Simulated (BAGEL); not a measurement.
# AlSiH3OF (SMILES [F][Al][O][SiH3]): UHF/6-31G(d) (density fitting with qzvpp-jkfit, spherical functions)

Aim: the vertical ionisation energy of AlSiH3OF at UHF/6-31G* (density fitting with qzvpp-jkfit, spherical functions), from 2 runs. 

Program for the calculation: BAGEL 1.2.2.

3 further runs of the same task are left out: 1 that didn't finish, 2 set aside as unsound or not needed.

## 1. The structure to begin with

AlSiH3OF: 7 atoms, total charge 0, spin state doublet. SMILES: `[F][Al][O][SiH3]`. Geometry: relaxed at PBE0-D4/def2-TZVP. This is one conformer, not always the lowest.

Bond lengths: F1–Al2 1.651 Å, Al2–O3 1.676 Å, O3–Si4 1.629 Å, Si4–H5 1.487 Å, Si4–H6 1.486 Å, Si4–H7 1.486 Å. Angles: F1–Al2–O3 120.1°, Al2–O3–Si4 175.4°, O3–Si4–H5 110.1°, O3–Si4–H6 109.7°, O3–Si4–H7 109.9°, H5–Si4–H6 108.9°, H5–Si4–H7 109.0°, H6–Si4–H7 109.2°.

## 2. A single-point energy at UHF/6-31G(d) (density fitting with qzvpp-jkfit, spherical functions)

The input, input.json:

```json
{ "bagel": [

{
  "title": "molecule",
  "basis": "6-31gs.json",
  "df_basis": "qzvpp-jkfit",
  "angstrom": true,
  "geometry": [
    { "atom": "F", "xyz": [       0.517800,      -2.976000,       1.402800 ] },
    { "atom": "Al", "xyz": [      -0.540600,      -2.112000,       0.475700 ] },
    { "atom": "O", "xyz": [      -0.204600,      -0.519200,       0.077900 ] },
    { "atom": "Si", "xyz": [       0.020500,       1.024900,      -0.391400 ] },
    { "atom": "H", "xyz": [      -0.686700,       1.276200,      -1.674800 ] },
    { "atom": "H", "xyz": [      -0.515400,       1.947200,       0.643300 ] },
    { "atom": "H", "xyz": [       1.470200,       1.290800,      -0.579100 ] }
  ]
},

{ "title": "uhf", "nopen": 1 },

{ "title": "print", "file": "orbitals.molden", "orbitals": true }

]}
```

The basis set 6-31G* is read from a file made from the Basis Set Exchange's data (not shown).

Command:

```
BAGEL_NUM_THREADS=1 BAGEL input.json > input.out
```

What it wrote:

```text
* using 1 threads per process

  ===============================================================
  ===============================================================

  *** Geometry ***

  { "atom" : "F", "xyz" : [      0.978500,     -5.623825,      2.650908 ] },
  { "atom" : "Al", "xyz" : [     -1.021586,     -3.991102,      0.898943 ] },
  { "atom" : "O", "xyz" : [     -0.386638,     -0.981146,      0.147210 ] },
  { "atom" : "Si", "xyz" : [      0.038739,      1.936780,     -0.739639 ] },
  { "atom" : "H", "xyz" : [     -1.297675,      2.411668,     -3.164913 ] },
  { "atom" : "H", "xyz" : [     -0.973965,      3.679675,      1.215661 ] },
  { "atom" : "H", "xyz" : [      2.778275,      2.439258,     -1.094340 ] },

  Number of auxiliary basis functions:      464

  Since a DF basis is specified, we compute 2- and 3-index integrals:
    o Being stored without compression. Storage requirement is 0.018 GB

  Number of basis functions:       70
  Number of electrons      :       47

    * METHOD: MOLECULE                             0.17

  *** Open-shell HF ***

  === Nuclear Repulsion ===
   192.6858586958

      * DIIS with orbital gradients will be used.

  === UHF iteration (6-31gs.json) ===
      0       -706.66678445          0.05603404           0.09
      1       -706.84941953          0.04280798           0.09
      2       -706.93505891          0.02857404           0.09
      3       -707.00657941          0.00138474           0.09
      4       -707.00735189          0.00073528           0.09
      5       -707.00749828          0.00018847           0.08
      6       -707.00752924          0.00004599           0.08
      7       -707.00753174          0.00001015           0.08
      8       -707.00753194          0.00000383           0.08
      9       -707.00753197          0.00000146           0.08
     10       -707.00753198          0.00000052           0.08
     11       -707.00753198          0.00000025           0.09
     12       -707.00753198          0.00000007           0.09
     13       -707.00753198          0.00000003           0.09
     14       -707.00753198          0.00000002           0.09
     15       -707.00753198          0.00000001           0.09
    * SCF iteration converged.

    * S^2 (UHF) is 0.7517

    * Permanent dipole moment:
           (    0.570236,    -0.109784,     0.371959) a.u.

    * METHOD: UHF                                  1.51

    * METHOD: PRINT                                0.01

  ===============================================================
```

It took 1.9 s on 1 thread of Arm Neoverse V2, shared host; peak memory 0.098 GiB.

## 3. The singlet cation, same level

Edit input.json of step 2 so:

```diff
@@ -18,5 +18,12 @@
 
-{ "title": "uhf", "nopen": 1 },
+{
+  "title": "hf",
+  "charge": 1
+},
 
-{ "title": "print", "file": "orbitals.molden", "orbitals": true }
+{
+  "title": "print",
+  "file": "orbitals.molden",
+  "orbitals": true
+}
```

The basis set 6-31G* is read from a file made from the Basis Set Exchange's data (not shown).

Command:

```
BAGEL_NUM_THREADS=1 BAGEL input.json > input.out
```

What it wrote:

```text
* using 1 threads per process

  ===============================================================
  ===============================================================

  *** Geometry ***

  { "atom" : "F", "xyz" : [      0.978500,     -5.623825,      2.650908 ] },
  { "atom" : "Al", "xyz" : [     -1.021586,     -3.991102,      0.898943 ] },
  { "atom" : "O", "xyz" : [     -0.386638,     -0.981146,      0.147210 ] },
  { "atom" : "Si", "xyz" : [      0.038739,      1.936780,     -0.739639 ] },
  { "atom" : "H", "xyz" : [     -1.297675,      2.411668,     -3.164913 ] },
  { "atom" : "H", "xyz" : [     -0.973965,      3.679675,      1.215661 ] },
  { "atom" : "H", "xyz" : [      2.778275,      2.439258,     -1.094340 ] },

  Number of auxiliary basis functions:      464

  Since a DF basis is specified, we compute 2- and 3-index integrals:
    o Being stored without compression. Storage requirement is 0.018 GB

  Number of basis functions:       70
  Number of electrons      :       47

    * METHOD: MOLECULE                             0.17

  *** RHF ***

  === Nuclear Repulsion ===
   192.6858586958

      * DIIS with orbital gradients will be used.

  === RHF iteration (6-31gs.json) ===
      0       -706.40327932          0.02715024           0.04
      1       -706.54854623          0.02094111           0.04
      2       -706.68633792          0.00136229           0.04
      3       -706.68755739          0.00053476           0.04
      4       -706.68769267          0.00018748           0.04
      5       -706.68772120          0.00006363           0.04
      6       -706.68772664          0.00002382           0.04
      7       -706.68772755          0.00000651           0.04
      8       -706.68772762          0.00000250           0.04
      9       -706.68772763          0.00000140           0.04
     10       -706.68772763          0.00000045           0.04
     11       -706.68772763          0.00000008           0.04
     12       -706.68772763          0.00000003           0.04
     13       -706.68772763          0.00000002           0.04
     14       -706.68772763          0.00000001           0.04
    * SCF iteration converged.

    * Permanent dipole moment:
           (    2.146061,     2.172189,     0.420141) a.u.

    * METHOD: HF                                   0.75

    * METHOD: PRINT                                0.01

  ===============================================================
```

It took 1.1 s on 1 thread of Arm Neoverse V2, shared host; peak memory 0.098 GiB.

## 4. Results

Level: UHF/6-31G* (density fitting with qzvpp-jkfit, spherical functions).

| quantity | value |
| --- | --- |
| doublet AlSiH3OF: total energy | -707.00753 Eh |
| doublet AlSiH3OF: dipole moment | 1.75 D |
| doublet AlSiH3OF: ⟨S²⟩ | 0.752 |
| singlet cation: total energy | -706.68773 Eh |
| singlet cation: HOMO energy | -16.48 eV |
| singlet cation: LUMO energy | -8.13 eV |
| singlet cation: HOMO–LUMO gap | 8.35 eV |
| vertical ionisation energy (to the singlet cation) | 8.702 eV |

**Reading.** Removing an electron at fixed nuclei costs 8.70 eV (840 kJ/mol). Only the singlet of the ionised species was computed; a triplet could lie lower.
